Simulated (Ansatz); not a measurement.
# Sn4CO5: the cost of one run

Program: Ansatz 0.2.0. Level of theory: DFT PBE+D3(BJ), scalar-relativistic, plane waves, PAW. These are calculated values, not measurements.

4 further runs of the same task are left out: 4 set aside as unsound or not needed.

## 1. The system as given

Symmetry: Pm, No. 6, monoclinic system. The conventional cell has a = 6.114 Å, b = 3.836 Å, c = 23.572 Å, α = 90.00°, β = 90.00°, γ = 90.00°. O (site symmetry m) is surrounded by 3 Sn at 2.24 Å. Sn (site symmetry m) is surrounded by 3 O at 2.24 Å. Around Sn (site symmetry m) lie 4 O at 2.23 to 2.24 Å. O (site symmetry m) is surrounded by 4 Sn at 2.24 to 2.31 Å. O (site symmetry m) is surrounded by 4 Sn at 2.14 to 2.25 Å. Sn (site symmetry m) is surrounded by 4 O at 2.19 to 2.31 Å. Around Sn (site symmetry m) lie 3 O at 2.14 to 2.19 Å. O (site symmetry m) is surrounded by 3 Sn at 2.19 Å. Only part of the 10 independent sites is listed.

Coordinates:

```cif
data_structure
_symmetry_space_group_name_H-M 'P 1'
_symmetry_Int_Tables_number 1
_cell_length_a 3.8364
_cell_length_b 6.1139
_cell_length_c 23.5717
_cell_angle_alpha 90.000
_cell_angle_beta 90.000
_cell_angle_gamma 90.000
_cell_volume 552.88
loop_
_atom_site_label
_atom_site_type_symbol
_atom_site_fract_x
_atom_site_fract_y
_atom_site_fract_z
_atom_site_occupancy
O1 O 0.00000 0.39373 0.16970 1
Sn1 Sn 0.50000 0.24626 0.20052 1
Sn2 Sn 0.00000 0.73807 0.20223 1
O2 O 0.50000 0.59060 0.23306 1
O3 O 0.00000 0.78914 0.29611 1
Sn3 Sn 0.50000 0.64848 0.32986 1
Sn4 Sn 0.00000 0.11897 0.32659 1
O4 O 0.50000 0.99148 0.35728 1
O5 O 0.00000 0.49148 0.52697 1
C1 C 0.00000 0.49148 0.57576 1
```

This is the geometry at the first point of the grid.

## 2. Setting up the map

Atoms count from 1 in the order of the input.

CO (O end down) is moved over the surface cell at a fixed height above a rigid substrate; the origin of the map has the adsorbate above O8; the height is held at 4.00 Å.

First coordinate, position of O9 along the first surface vector, from above O8: 4 values from 0.00 to 0.75, periodic. Second coordinate, position of O9 along the second surface vector, from above O8: 4 values from 0.00 to 0.75, periodic.

Nothing else is relaxed. Points are written as (first, second).

The two vectors of the plane (Å): (3.836, 0.000, 0.000); (0.000, 6.114, 0.000).

## 3. The run at (0/4, 0/4) of the map's two axes

A dipole layer in the vacuum cancels the field that periodic copies would set up if the slab's two faces differ.

Contents of input.yaml:

```yaml
crystal:
  lattice:
    - [3.8363720907, 0.0, 0.0]
    - [0.0, 6.1139356269, 0.0]
    - [0.0, 0.0, 23.5716647277]
  atoms:
    - { symbol: O, position: [0.0, 0.3937311019, 0.1696952696] }
    - { symbol: Sn, position: [0.5, 0.246258327, 0.2005207373] }
    - { symbol: Sn, position: [0.0, 0.7380694276, 0.2022324204] }
    - { symbol: O, position: [0.5, 0.5905966528, 0.2330578881] }
    - { symbol: O, position: [0.0, 0.7891442682, 0.296109154] }
    - { symbol: Sn, position: [0.5, 0.6484830792, 0.3298598435] }
    - { symbol: Sn, position: [0.0, 0.1189669824, 0.3265941608] }
    - { symbol: O, position: [0.5, 0.9914786557, 0.3572791665] }
    - { symbol: O, position: [0.5, 0.9914786557, 0.5269744361] }
    - { symbol: C, position: [0.5, 0.9914786557, 0.5757618261] }
basis:
  ecutwfc: 420
kpoints:
  mp_grid: { grid: [7, 5, 1] }
hamiltonian:
  xc: pbe
  pseudopotentials: { kind: paw, azcp: { folder: soft_1 } }
  dispersion: d3bj
scf:
  occupations: { method: gaussian, width: 0.1 }
output:
  forces: true
  eigenvalues: true
  write_density: true
  write_potential: true
  elf: true
  volumetric_format: npy
efield:
  axis: 3
  dipole_correction: true
  ramp_width: 0.04
```

Run with:

```console
$ ansatz run input.yaml --threads 2 --pin off --max-ram 6144MiB --backend cpu --events-out ev --progress --plain --runs-dir out
```

What time and memory should one allow on 2 threads of Intel Xeon Platinum 8488C (Sapphire Rapids), shared host?

About 19 s, with a peak of 0.88 GiB.
